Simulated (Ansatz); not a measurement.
Input of an Ansatz 0.2.0 run:

Contents of input.yaml:

```yaml
crystal:
  lattice:
    - [4.99, 0.0, 0.0]
    - [0.0, 3.72, 0.0]
    - [0.0, 0.0, 7.03]
  atoms:
    - { symbol: Ni, position: [0.325, 0.75, 0.937], spin: 1.0 }
    - { symbol: Ni, position: [0.675, 0.25, 0.063], spin: 1.0 }
    - { symbol: Ni, position: [0.175, 0.25, 0.437], spin: 1.0 }
    - { symbol: Ni, position: [0.825, 0.75, 0.563], spin: 1.0 }
    - { symbol: Ni, position: [0.458, 0.75, 0.297], spin: 1.0 }
    - { symbol: Ni, position: [0.542, 0.25, 0.703], spin: 1.0 }
    - { symbol: Ni, position: [0.042, 0.25, 0.797], spin: 1.0 }
    - { symbol: Ni, position: [0.958, 0.75, 0.203], spin: 1.0 }
    - { symbol: Si, position: [0.786, 0.75, 0.886] }
    - { symbol: Si, position: [0.214, 0.25, 0.114] }
    - { symbol: Si, position: [0.714, 0.25, 0.386] }
    - { symbol: Si, position: [0.286, 0.75, 0.614] }
hamiltonian:
  xc: blyp
  pseudopotentials: { kind: paw }
magnetization:
  spin_polarized: true
kpoints:
  mp_grid: { grid: [5, 5, 3] }
  band_path:
    path:
      - [[0.0, 0.0, 0.0], [0.0, -0.5, 0.0], [-0.5, -0.5, 0.0], [-0.5, 0.0, 0.0], [0.0, 0.0, 0.0], [0.0, 0.0, -0.5], [0.0, -0.5, -0.5], [-0.5, -0.5, -0.5], [-0.5, 0.0, -0.5], [0.0, 0.0, -0.5]]
      - [[-0.5, 0.0, 0.0], [-0.5, 0.0, -0.5]]
      - [[0.0, -0.5, -0.5], [0.0, -0.5, 0.0]]
      - [[-0.5, -0.5, 0.0], [-0.5, -0.5, -0.5]]
    npoints: 10
scf:
  occupations: { method: fermi_dirac, width: 0.05 }
  n_extra_bands: 30
output:
  forces: true
  stress: true
  eigenvalues: true
  fatbands: false
  write_density: true
  write_potential: true
  elf: true
  volumetric_format: npy
```

Potentials or basis: Ansatz PAW.

Run with:

```sh
$ ansatz run input.yaml --threads 4 --pin off --max-ram 11264MiB --backend cpu --events-out ev --progress --plain --runs-dir out
```

Problem. Estimate the largest force.

Solution. 0.353 eV/Å.

Problem. Predict the band gap on the k mesh.

Solution. None (metal or under the smearing width).

Problem. Predict the net moment.

Solution. 0.00 μB per cell.

Problem. What does it give for the pressure?

Solution. 12.7 GPa.

Stress tensor (GPa, compression positive):
```
12.35  0.00  0.00
 0.00 12.52  0.00
 0.00  0.00 13.25
```

Caveat: the PAW data sets come from PBE, with cores solved anew for the run's functional, which leaves a small shift of forces and pressure; the starting moments weren't kept.
